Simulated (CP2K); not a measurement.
NbSi:

```
Nb Si
1.0
     3.15644    0.00000    0.00000
     0.00000    3.15644    0.00000
     0.00000    0.00000    3.15644
Nb Si
1 1
Direct
  0.00000 0.00000 0.00000
  0.50000 0.50000 0.50000
```

The cell was built by a generator and needn't be a form met in nature.

Base run:

- Program: CP2K 2026.2
- Functional: PBEsol
- Potentials or basis: POTENTIAL_UZH Nb GTH-PBE-q13, Si GTH-PBE-q4; TZVP-MOLOPT-PBE-GTH basis
- Density cutoff: 9184 eV
- k mesh: 8 × 8 × 8
- Occupations: fermi-dirac, width 0.05 eV
- Spin: no spin polarisation

Its results: band gap on the k mesh none (metal or under the smearing width); pressure -3.3 GPa.

Task: The run is repeated on the same cell with these changes: functional from PBEsol to BEEF-vdW. What comes out?

Result: Band gap on the k mesh none (metal or under the smearing width); pressure 0.5 GPa.

Caveats: the potentials were made for another functional, which shifts forces and pressure; the basis of atomic orbitals isn't converged, which shifts pressures, moduli and gaps.
